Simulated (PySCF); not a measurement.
# C4H9Ga: the cost of one run

The runs use PySCF 2.14.0, with density-fitted response routines of our own; the level of theory stands in each step. All values are computed, except where a source is named. Atoms are numbered from 0 throughout.

## 1. The molecule as given

14 atoms, charge 0, multiplicity 1; geometry from: GFN2-xTB. The atoms were then displaced at random by about 0.01 Å, so the start is not that level's minimum.

Bonds of the start (Å): C0–C1 1.47, C1–C2 1.32, C2–Ga3 2.06, Ga3–C4 2.00, C0–H5 1.12, C0–H6 1.10, C0–H7 1.08, C1–H8 1.07, C2–H9 1.09, Ga3–H10 1.61, C4–H11 1.10, C4–H12 1.08, C4–H13 1.07.

## 2. Optimising the geometry at PBE0-D3(BJ)/def2-SVP

The job: settings as JSON, then the geometry in Å.

```
{"job": {"xc": "PBE0", "basis": "def2-SVP", "d3": "d3bj", "grid": 1, "shake": 0.01, "kind": "geom"}, "charge": 0, "multiplicity": 1}
C     -2.402650     0.386830     0.340560
C     -1.729510    -0.751650    -0.292970
C     -0.421290    -0.845410    -0.412140
Ga     1.046320     0.462720     0.194870
C      2.976690     0.070020    -0.153770
H     -3.104020     0.883940    -0.382190
H     -1.679940     1.145230     0.676930
H     -3.006900     0.085790     1.179520
H     -2.380700    -1.528540    -0.642110
H     -0.002150    -1.743880    -0.873650
H      0.641290     1.809530     0.977900
H      3.542040     0.993620    -0.358110
H      3.426390    -0.376390     0.717830
H      3.087280    -0.606870    -0.980430
```

On the command line:

```bash
$ OMP_NUM_THREADS=1 python probes_run.py task.json out
```

One launch serves the whole session: the jobs run in the order shown.

Q: Estimate the wall time and peak memory of this first job on 1 thread of Arm Neoverse N1, shared host.

About 99 s, with a peak of 0.55 GiB.
